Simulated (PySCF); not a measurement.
The system is ClBr (bromine chloride), in a box.

```xyz
2
Lattice="9.0000 0.0000 0.0000 0.0000 9.0000 0.0000 0.0000 0.0000 12.0000" Properties=species:S:1:pos:R:3 pbc="T T T"
Cl    4.5263    4.5287    4.9757
Br    4.5199    4.4915    7.0903
```

The cell isn't the ideal one: atoms moved at random, drawn with an rms of 0.05 Å.

Base run:

- Program: PySCF 2.14.0
- Functional: BLYP
- Dispersion: D4
- Potentials or basis: def2-svp (all-electron)
- k mesh: 1 × 1 × 1
- Occupations: fixed
- Spin: no spin polarisation

Its results: gap between the frontier levels 2.72 eV.

Task: After a change of settings the same cell gave: gap between the frontier levels 7.77 eV. Which change was it?
A. functional from BLYP to M06-2X; dispersion from D4 to D3
B. functional from BLYP to HLE16; dispersion from D4 to none
C. functional from BLYP to CAM-B3LYP

Result: C.

CAM-B3LYP gives the wider gap, since exact exchange removes part of the self-interaction.

Caveats: this is a molecule in a periodic box at the Γ point, so its band gap is the HOMO-LUMO gap; relativity is left out, which matters for the heavier elements; the basis of atomic orbitals isn't converged, which shifts pressures, moduli and gaps.

Runs at the PBE level aren't shown here.
